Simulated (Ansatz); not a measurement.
# Zr2SeS2: the cost of one run

Computed with Ansatz 0.2.0 (DFT PBE, scalar-relativistic, plane waves, PAW, unless a step's input says otherwise).

## (1) The system as given

Symmetry: P-6m2, No. 187, hexagonal system. The conventional cell has a = 4.083 Å, b = 4.083 Å, c = 7.570 Å, α = 90.00°, β = 90.00°, γ = 120.00°. Zr (site symmetry 3m) is surrounded by 3 S at 2.39 Å. Around Se (site symmetry -6m2) lie 2 S at 1.59 Å. S (site symmetry 3m) has 1 Se at 1.59 Å and 3 Zr at 2.39 Å in its first shell of neighbours.

Structure file:

```
Zr Se S
1.0
     4.08299    0.00000    0.00000
    -2.04149    3.53597    0.00000
     0.00000    0.00000    7.57027
Zr Se S
2 1 2
Direct
  0.00000 0.00000 0.26333
  0.00000 0.00000 0.73667
  0.33333 0.66667 0.00000
  0.33333 0.66667 0.21060
  0.33333 0.66667 0.78940
```

A structure generator made this guess: random cell by space group and Wyckoff sites (P-6m2, No. 187). Lengths come from tabulated atomic sizes and are only a guess.

## (2) The guess as it stands, on a coarse mesh

File input.yaml:

```yaml
crystal:
  lattice:
    - [4.08298874, 0.0, 0.0]
    - [-2.04149437, 3.53597198, 0.0]
    - [0.0, 0.0, 7.57026741]
  atoms:
    - { symbol: Zr, position: [0.0, 0.0, 0.26332851] }
    - { symbol: Zr, position: [0.0, 0.0, 0.73667149] }
    - { symbol: Se, position: [0.33333333, 0.66666667, 0.0] }
    - { symbol: S, position: [0.33333333, 0.66666667, 0.21059914] }
    - { symbol: S, position: [0.33333333, 0.66666667, 0.78940086] }
basis:
  ecutwfc: 420
kpoints:
  mp_grid: { grid: [6, 6, 2] }
hamiltonian:
  xc: pbe
scf:
  occupations: { method: gaussian, width: 0.1 }
  lower_state_search: "off"
output:
  forces: true
  stress: true
  eigenvalues: true
```

Started as:

```console
> ansatz run input.yaml --threads 1 --pin off --max-ram 2560MiB --backend cpu --events-out ev --progress --plain --runs-dir out
```

Q: Estimate wall time and peak memory on 1 thread of Intel Xeon at 2.50GHz (Skylake/Cascade Lake), shared host.

About 9.4 s, with a peak of 0.38 GiB.
